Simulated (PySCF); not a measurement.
# [RuF3]+: structure of the quintet

Where does quintet [RuF3]+ go from a B3LYP minimum start, is the end point a minimum, and what are its modes, charges and moments?

Computed with PySCF 2.14.0. Level: B3LYP, basis Ru def2-SVP with ECP28, F def2-SVP, scalar-relativistic core potentials, no spin–orbit coupling, density fitting.

### 1 Starting geometry

4 atoms, charge 1, spin multiplicity 5.

Bond lengths: Ru1–F2 1.814 Å, Ru1–F3 1.814 Å, Ru1–F4 1.786 Å. Angles: F2–Ru1–F3 158.0°, F2–Ru1–F4 101.0°, F3–Ru1–F4 101.0°.

```xyz
4
charge 1 multiplicity 5
Ru    0.0638    0.1143    0.0000
F     1.7879   -0.4511    0.0000
F    -1.3228    1.2846    0.0000
F    -0.8066   -1.4456    0.0000
```

### 2 First SCF at the start

The steps below are one call of a driver around PySCF. For each, scf.py gives the equivalent set-up of the SCF; relaxations use the driver's own optimiser. After this first run the driver tries any further starts and a stability analysis.

Input file scf.py:

```python
from pyscf import gto, scf, dft
mol = gto.M(atom='''
Ru     0.063756     0.114260     0.000000
F      1.787873    -0.451096     0.000000
F     -1.322782     1.284611    -0.000000
F     -0.806608    -1.445565    -0.000000''',
    basis={'Ru': 'def2-SVP', 'F': 'def2-SVP'},
    ecp={'Ru': 'def2-SVP'},
    charge=1, spin=4)
mf = dft.UKS(mol, xc='B3LYP')
mf.grids.atom_grid = (50, 194)
aux = {'Ru': 'def2-universal-JKFIT', 'F': 'def2-universal-JKFIT'}
mf = mf.density_fit(auxbasis=aux)
mf.conv_tol = 1e-08
mf.diis_space = 10
mf.max_cycle = 60
mf.init_guess = 'minao'
mf.verbose = 4
mf.kernel()
```

Run with:

```
> OMP_NUM_THREADS=2 python axn.py task.json out
```

After this run come: B3LYP minimum start, quintet: relaxation; Is it a minimum? Harmonic modes.

What does the calculation give? Wanted: minimum; geometry; wavenumbers; dipole moment; highest occupied, lowest empty level; polar-tensor charge of Ru1; zero-point energy; ⟨S²⟩.

The runs gave:

| quantity | value |
| --- | --- |
| minimum | quintet, C2v |
| geometry | Ru–F 1.786 Å, Ru–F 1.814 Å (×2); F–Ru–F 101.0° (×2), F–Ru–F 158.0° |
| wavenumbers (cm⁻¹) | 128 (b1), 182 (a1), 194 (b2), 705 (a1), 746 (a1), 770 (b2) |
| dipole moment (centre of mass) | 1.58 D |
| highest occupied, lowest empty level (either spin) | -16.52, -13.56 eV |
| polar-tensor charge of Ru1 | +2.10 e |
| zero-point energy | 16.3 kJ/mol |
| entropy at 298.15 K | 321.5 J/(mol K) |
| ⟨S²⟩ | 6.010 |

What this shows: The B3LYP minimum start keeps its C2v symmetry and ends in a minimum. The strongest infrared band lies at 770 cm⁻¹ (b2, stretch). Most of the spin sits on Ru1 (Mulliken spin 3.10, against 4 for the whole molecule). Only this shape and spin were tried, so other structures or states may lie lower. One determinant may miss the lowest occupation of an open d or f shell.
